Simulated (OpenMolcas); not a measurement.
# Ru³⁺ among point charges: CASSCF and CASPT2 levels and susceptibility, part 1 of 2

How does a field of 5 point charges split the states of Ru³⁺, and what χT follows?

Method: state-averaged CASSCF and CASPT2, spin-orbit coupling by RASSI with atomic mean-field integrals. Code: OpenMolcas 26.06.

## Step 1: The system

* Species: Ru³⁺ (ruthenium, Z = 44, 41 electrons)
* Basis: ANO-RCC-VDZP [6s5p3d1f], 43 functions
* Scalar Hamiltonian: DKH2, point nucleus
* Inactive shells: 1s 2s 2p 3s 3p 3d 4s 4p
* Active space: 5 electrons in 5 orbitals (4d)
* Some configurations of this space: 4d5
* Orbitals: optimised for each spin and parity, averaged over all roots

The outer shells:

4d5
```
4d [↑ ][↑ ][↑ ][↑ ][↑ ]
```

The ion sits among 5 point charges of -2 e arranged as a trigonal bipyramid (D3h), 1.83 Å from the ion, with the axial distance 2.214 Å.

The work runs as a chain of OpenMolcas steps in one folder; each step below is one input file. Labels, J, g values, rates, χT and fits are worked out afterwards by a script from the matrices that RASSI stores.

## Step 2: Basis and integrals

The input, a.inp:

```
&GATEWAY
Coord
1

Ru 0.0 0.0 0.0
Basis=ANO-RCC-VDZP
Group=NoSym
NoMove
AngMom=0.0 0.0 0.0
AMFI
XField
5 Angstrom 0
1.830000 0.000000 0.000000 -2.000000
-0.915000 1.584826 0.000000 -2.000000
-0.915000 -1.584826 0.000000 -2.000000
0.000000 0.000000 2.214300 -2.000000
0.000000 0.000000 -2.214300 -2.000000
&SEWARD
```

Run with:

```bash
$ OMP_NUM_THREADS=1 MOLCAS_MEM=1689 MOLCAS_PROJECT=a pymolcas a.inp > a.log
```

Log:

```text
Basis set label: RU.ANO-RCC...6S5P3D1F.

      Electronic valence basis set:
      ------------------
      Associated Effective Charge  44.000000 au
      Associated Actual Charge     44.000000 au
      Nuclear Model: Point charge

      Shell  nPrim  nBasis  Cartesian Spherical Contaminant
         s      21       6        X
         p      18       5        X
         d      13       3                 X
         f       6       1                 X
                  Relativistic Douglas-Kroll-Hess integrals:
                    - DKH order of Hamiltonian: 2
                    - DKH order of Properties : 0
                  Atomic mean-field integrals
```

## Step 3: CASSCF: sextets, 1 root

The input, a.inp:

```
&RASSCF
FileOrb=start.orb
Symmetry=1
Spin=6
nActEl=5 0 0
Inactive=18
Ras2=5
CIRoot=1 1 1
SDav=1
CIMx=300
Iter=120 100
PrWF=0.3
OrbListing=Nothing
MaxOrb=0
>>> COPY $Project.JobIph JOB001
```

Run with:

```bash
$ OMP_NUM_THREADS=1 MOLCAS_MEM=1689 MOLCAS_PROJECT=a pymolcas a.inp > a.log
```

start.orb holds the contracted functions of the basis, ordered by shell, or the orbitals of the step before.

Log, shortened:

```text
[...]
      Number of active orbitals                  5
[...]
      Spin quantum number                      2.5
[...]
      Active orbitals                            5
[...]
      Number of CSFs                             1
      Number of root(s) required                 1
[...]
      Convergence after 12 iterations
[...]
      Natural orbitals and occupation numbers for root  1
      sym 1:   1.000000   1.000000   1.000000   1.000000   1.000000
::    RASSCF root number  1 Total energy:  -4533.68543840
```

## Step 4: CASSCF: quartets, 24 roots

The input, a.inp:

```
&RASSCF
FileOrb=start.orb
Symmetry=1
Spin=4
nActEl=5 0 0
Inactive=18
Ras2=5
CIRoot=24 24 1
SDav=24
CIMx=300
Iter=120 100
PrWF=0.3
OrbListing=Nothing
MaxOrb=0
>>> COPY $Project.JobIph JOB002
```

Run with:

```bash
$ OMP_NUM_THREADS=1 MOLCAS_MEM=1689 MOLCAS_PROJECT=a pymolcas a.inp > a.log
```

Log, shortened:

```text
[...]
      Number of active orbitals                  5
[...]
      Spin quantum number                      1.5
[...]
      Active orbitals                            5
[...]
      Number of CSFs                            24
      Number of root(s) required                24
[...]
      Convergence after 12 iterations
[...]
      Natural orbitals and occupation numbers for root  1
      sym 1:   1.099076   1.839259   0.900924   1.002507   0.158233
      Natural orbitals and occupation numbers for root  2
      sym 1:   0.900924   1.099076   0.158233   1.839259   1.002507
      Natural orbitals and occupation numbers for root  3
      sym 1:   0.720685   1.279315   0.720685   1.279315   1.000000
::    RASSCF root number  1 Total energy:  -4533.58561471
::    RASSCF root number  2 Total energy:  -4533.58561471
::    RASSCF root number  3 Total energy:  -4533.57334176
[...]
::    RASSCF root number 21 Total energy:  -4533.47791269
::    RASSCF root number 22 Total energy:  -4533.47742634
::    RASSCF root number 23 Total energy:  -4533.47187445
::    RASSCF root number 24 Total energy:  -4533.47187445
```

## Step 5: Reference wave functions, doublets, 75 roots

The input, a.inp:

```
&RASSCF
FileOrb=start.orb
Symmetry=1
Spin=2
nActEl=5 0 0
Inactive=18
Ras2=5
CIRoot=75 75 1
SDav=75
CIMx=300
Iter=120 100
PrWF=0.3
OrbListing=Nothing
MaxOrb=0
>>> COPY $Project.JobIph JOB003
```

Log, shortened:

```text
[...]
      Number of active orbitals                  5
[...]
      Spin quantum number                      0.5
[...]
      Active orbitals                            5
[...]
      Number of CSFs                            75
      Number of root(s) required                75
[...]
      Convergence after 10 iterations
[...]
      Natural orbitals and occupation numbers for root  1
      sym 1:   0.183977   1.849068   1.041670   1.850998   0.074287
      Natural orbitals and occupation numbers for root  2
      sym 1:   1.041669   1.850998   0.183984   1.849068   0.074281
      Natural orbitals and occupation numbers for root  3
      sym 1:   0.839010   1.441731   0.839011   1.441733   0.438516
::    RASSCF root number  1 Total energy:  -4533.54419554
::    RASSCF root number  2 Total energy:  -4533.54419552
::    RASSCF root number  3 Total energy:  -4533.52998943
[...]
::    RASSCF root number 27 Total energy:  -4533.47559441
::    RASSCF root number 28 Total energy:  -4533.47330178
::    RASSCF root number 29 Total energy:  -4533.47308426
::    RASSCF root number 30 Total energy:  -4533.47262055
```

## Step 6: RASSI: spin-orbit coupling between the states

The input, a.inp:

```
&RASSI
NrOfJobIphs=3 1 24 75
1
1 2 3 4 5 6 7 8 9 10 11 12 13 14 15 16 17 18 19 20 21 22 23 24
1 2 3 4 5 6 7 8 9 10 11 12 13 14 15 16 17 18 19 20 21 22 23 24 25 26 27
28 29 30 31 32 33 34 35 36 37 38 39 40 41 42 43 44 45 46 47 48 49 50 51
52 53 54 55 56 57 58 59 60 61 62 63 64 65 66 67 68 69 70 71 72 73 74 75
IphNames
JOB001
JOB002
JOB003
EJob
SpinOrbit
DIPRint=1.0
SOCoupling=1000.0
Subsets=2
Property=9
'ANGMOM' 1 'ANGMOM' 2 'ANGMOM' 3 'MLTPL  1' 1 'MLTPL  1' 2 'MLTPL  1' 3
'AMFI' 1 'AMFI' 2 'AMFI' 3
SOProperty=3
'ANGMOM' 1 'ANGMOM' 2 'ANGMOM' 3
```

Run with:

```bash
$ OMP_NUM_THREADS=1 MOLCAS_MEM=1689 MOLCAS_PROJECT=a pymolcas a.inp > a.log
```

Log:

```text
SPIN-FREE ENERGIES:
  (Shifted by EMIN (a.u.) =      -4533.6854383998)

 SF State       Relative EMIN(au)   Rel lowest level(eV)    D:o, cm**(-1)      L_eff

     1             0.0000000000        0.0000000000              0.0000         0.0
     2             0.0998236888        2.7163409532          21908.7673         3.2
     3             0.0998236888        2.7163409532          21908.7673         3.2
     4             0.1120966386        3.0503049289          24602.3684         3.9
     5             0.1132870245        3.0826969813          24863.6279         3.9
     6             0.1200204565        3.2659230001          26341.4455         3.9
     7             0.1200204578        3.2659230359          26341.4457         3.9
     8             0.1213322788        3.3016195027          26629.3572         3.9
     9             0.1213322800        3.3016195340          26629.3574         3.9
    10             0.1221255944        3.3232067203          26803.4698         4.0
    11             0.1343151562        3.6549015943          29478.7694         2.1
    12             0.1343151573        3.6549016245          29478.7696         2.1
    13             0.1411104816        3.8398118193          30970.1709         1.0
    26             0.1412428647        3.8434141449          30999.2257         4.8
    27             0.1412428765        3.8434144666          30999.2283         4.8
    14             0.1464307582        3.9845839191          32137.8367         2.0
    15             0.1511041115        4.1117523409          33163.5192         2.0
    16             0.1511041120        4.1117523553          33163.5193         2.0
    28             0.1554489683        4.2299819174          34117.1050         5.3
    29             0.1559089980        4.2424999636          34218.0699         5.6
    30             0.1559089980        4.2424999636          34218.0699         5.6
    31             0.1565716900        4.2605327324          34363.5139         5.3
    32             0.1594916300        4.3399883478          35004.3667         5.4
    33             0.1594916300        4.3399883478          35004.3667         5.4
    17             0.1649604185        4.4888016635          36204.6270         2.3
    18             0.1649604206        4.4888017189          36204.6275         2.3
    34             0.1699348198        4.6241620172          37296.3819         5.8
    35             0.1730246267        4.7082399462          37974.5162         3.0
    36             0.1730246275        4.7082399695          37974.5163         3.0
    37             0.1736618757        4.7255803745          38114.3761         5.8
    38             0.1736618757        4.7255803745          38114.3761         5.8
    39             0.1738855764        4.7316675834          38163.4728         5.9
    40             0.1738981175        4.7320088421          38166.2252         5.9
    41             0.1859487645        5.0599236538          40811.0365         4.1
    42             0.1859487666        5.0599237086          40811.0370         4.1
    43             0.1862898087        5.0692039395          40885.8871         3.8
    44             0.1866858315        5.0799802666          40972.8040         3.8
    45             0.1959180969        5.3312030079          42999.0521         4.1
    46             0.1959180976        5.3312030275          42999.0523         4.1
    47             0.1985134062        5.4018249708          43568.6566         2.2
Eigenvalues of complex Hamiltonian:
   -----------------------------------
  (Shifted by EMIN (a.u.) =      -4533.6854383998)

 SO State       Relative EMIN(au)   Rel lowest level(eV)    D:o, cm**(-1)     J-value

     1            -0.0011066115        0.0000000000              0.0000         1.2
     2            -0.0011066115        0.0000000000              0.0000         1.2
     3            -0.0010570481        0.0013486913             10.8779         2.1
     4            -0.0010570481        0.0013486913             10.8779         2.1
     5            -0.0010315076        0.0020436817             16.4834         2.5
     6            -0.0010315076        0.0020436817             16.4834         2.5
     7             0.0977037725        2.6887675243          21686.3726         3.5
     8             0.0977037725        2.6887675243          21686.3726         3.5
     9             0.0978758860        2.6934509716          21724.1472         3.3
    10             0.0978758860        2.6934509716          21724.1472         3.3
    11             0.0985844897        2.7127330600          21879.6677         3.4
    12             0.0985844897        2.7127330600          21879.6677         3.4
    13             0.0991702702        2.7286729613          22008.2317         3.3
    14             0.0991702702        2.7286729613          22008.2317         3.3
    15             0.1090887480        2.9985684904          24185.0859         2.9
    16             0.1090887480        2.9985684904          24185.0859         2.9
    17             0.1106172604        3.0401614337          24520.5556         3.3
    18             0.1106172604        3.0401614337          24520.5556         3.3
    19             0.1122353150        3.0841909403          24875.6775         3.4
    20             0.1122353150        3.0841909403          24875.6775         3.4
    21             0.1131740706        3.1097357820          25081.7106         3.2
    22             0.1131740706        3.1097357820          25081.7106         3.2
    23             0.1179758189        3.2403980099          26135.5725         1.9
    24             0.1179758189        3.2403980099          26135.5725         1.9
    25             0.1187709482        3.2620345812          26310.0832         2.2
    26             0.1187709482        3.2620345812          26310.0832         2.2
    27             0.1191737356        3.2729949840          26398.4849         2.2
    28             0.1191737356        3.2729949840          26398.4849         2.2
    29             0.1194587682        3.2807511169          26461.0423         2.9
    30             0.1194587682        3.2807511169          26461.0423         2.9
    31             0.1199222558        3.2933632574          26562.7661         3.6
    32             0.1199222558        3.2933632574          26562.7661         3.6
    33             0.1200244848        3.2961450481          26585.2027         3.9
    34             0.1200244848        3.2961450481          26585.2027         3.9
    35             0.1202022588        3.3009825259          26624.2196         3.4
    36             0.1202022588        3.3009825259          26624.2196         3.4
    37             0.1203720273        3.3056021622          26661.4795         3.6
    38             0.1203720273        3.3056021622          26661.4795         3.6
    39             0.1207990066        3.3172208619          26755.1906         4.2
    40             0.1207990066        3.3172208619          26755.1906         4.2
    41             0.1211963958        3.3280343706          26842.4074         4.1
Weights of the five most important spin-orbit-free states for each spin-orbit state.

 SO State  Total energy (au)           Spin-free states, spin, and weights
 -------------------------------------------------------------------------------------------------------
    1        -0.001107       1 2.5  0.9913    3 1.5  0.0025    2 1.5  0.0025   18 1.5  0.0017   17 1.5  0.0017
    2        -0.001107       1 2.5  0.9913    3 1.5  0.0025    2 1.5  0.0025   18 1.5  0.0017   17 1.5  0.0017
    3        -0.001057       1 2.5  0.9919   13 1.5  0.0028    3 1.5  0.0015    2 1.5  0.0015   18 1.5  0.0010
    4        -0.001057       1 2.5  0.9919   13 1.5  0.0028    3 1.5  0.0015    2 1.5  0.0015   18 1.5  0.0010
    5        -0.001032       1 2.5  0.9923   13 1.5  0.0041    2 1.5  0.0010    3 1.5  0.0010   17 1.5  0.0006
    6        -0.001032       1 2.5  0.9923   13 1.5  0.0041    2 1.5  0.0010    3 1.5  0.0010   17 1.5  0.0006
    7         0.097704       3 1.5  0.4720    2 1.5  0.4720   26 0.5  0.0073   27 0.5  0.0073   35 0.5  0.0071
    8         0.097704       3 1.5  0.4720    2 1.5  0.4720   26 0.5  0.0073   27 0.5  0.0073   35 0.5  0.0071
    9         0.097876       2 1.5  0.4786    3 1.5  0.4786   27 0.5  0.0081   26 0.5  0.0081    1 2.5  0.0049
   10         0.097876       2 1.5  0.4786    3 1.5  0.4786   27 0.5  0.0081   26 0.5  0.0081    1 2.5  0.0049
   11         0.098584       3 1.5  0.4887    2 1.5  0.4887   35 0.5  0.0035   36 0.5  0.0035   14 1.5  0.0029
   12         0.098584       3 1.5  0.4887    2 1.5  0.4887   35 0.5  0.0035   36 0.5  0.0035   14 1.5  0.0029
```

These steps took 30 s in all on 1 thread of Arm Neoverse V1, shared host.

Spin-free states, with their symmetry labels:

| state | degeneracy | E (cm-1) | free-ion L (%) |
| --- | --- | --- | --- |
| 6A1 | 1 | 0 | S (100) |
| 4E | 2 | 21909 | G (66) |
| 4A2 | 1 | 24602 | G (91) |
| 4A1 | 1 | 24864 | G (91) |
| 4E | 2 | 26341 | G (100) |
| 4E | 2 | 26629 | G (100) |
| 4A1 | 1 | 26803 | G (100) |
| 4E | 2 | 29479 | D (78) |
| 4A2 | 1 | 30970 | P (100) |
| 2E | 2 | 30999 | I (46) |
| 4A1 | 1 | 32138 | D (100) |
| 4E | 2 | 33164 | D (99) |
| 2A1 | 1 | 34117 | I (71) |
| 2E | 2 | 34218 | I (77) |
| 2A2 | 1 | 34364 | I (72) |
| 2E | 2 | 35004 | I (73) |
| 4E | 2 | 36205 | P (62) |
| 2A1 | 1 | 37296 | I (94) |
| 2E | 2 | 37975 | D (54) |
| 2E | 2 | 38114 | I (100) |
| 2A2 | 1 | 38163 | I (100) |
| 2A1 | 1 | 38166 | I (100) |
| 2E | 2 | 40811 | D (52) |
| 2A1 | 1 | 40886 | F (47) |

With spin-orbit coupling:

| E (cm-1) | Degeneracy | Label | 2S+1 | g |
| --- | --- | --- | --- | --- |
| 0.0 | 2 | E1/2 | 6 | 0.00 0.00 9.99 |
| 10.9 | 2 | E3/2 | 6 | 0.00 0.00 6.00 |
| 16.5 | 2 | E1/2 | 6 | 2.00 6.00 6.00 |
| 21686 | 2 | E3/2 | 4 | 0.00 0.00 3.91 |
| 21724 | 2 | E1/2 | 4 | 0.00 0.00 7.93 |
| 21880 | 2 | E1/2 | 4 | 0.71 2.57 2.57 |
| 22008 | 2 | E1/2 | 4 | 2.58 2.58 3.29 |
| 24185 | 2 | E3/2 | 4 | 0.00 0.00 0.20 |
| 24521 | 2 | E1/2 | 4 | 2.17 2.95 2.95 |
| 24876 | 2 | E1/2 | 4 | 2.92 2.92 6.09 |
| 25082 | 2 | E3/2 | 4 | 0.00 0.00 11.53 |
| 26136 | 2 | E1/2 | 4 | 1.15 1.15 1.32 |
| 26310 | 2 | E1/2 | 4 | 0.02 0.02 12.22 |
| 26398 | 2 | E1/2 | 4 | 1.25 1.25 4.37 |
| 26461 | 2 | E3/2 | 4 | 0.00 0.00 5.13 |
| 26563 | 2 | E1/2 | 4 | 0.63 0.63 2.81 |
| 26585 | 2 | E1/2 | 4 | 2.86 3.60 3.60 |
| 26624 | 2 | E3/2 | 4 | 0.00 0.00 2.24 |
| 26661 | 2 | E1/2 | 4 | 2.06 3.66 3.66 |
| 26755 | 2 | E1/2 | 4 | 1.40 3.34 3.34 |
| 26842 | 2 | E3/2 | 4 | 0.00 0.00 5.48 |
| 28082 | 2 | E1/2 | 4 | 2.97 3.20 3.20 |
| 29005 | 2 | E1/2 | 4 | 1.02 3.09 3.09 |
| 29198 | 2 | E3/2 | 4 | 0.00 0.00 4.44 |

The table of states holds 24 of 67 computed; the rest, higher up, is left out. Labels of spin-orbit levels are those of the rotation subgroup (D3 for D3h). Principal g values are given for doublets only; a zero marks a field direction without first-order Zeeman splitting.

Powder χT (cm³ K/mol): 3.44 at 2 K, 3.84 at 5 K, 4.16 at 10 K, 4.31 at 20 K, 4.36 at 50 K, 4.37 at 100 K, 4.37 at 150 K, 4.37 at 200 K, 4.37 at 250 K, 4.37 at 300 K.

(Continued in part 2 of 2.)
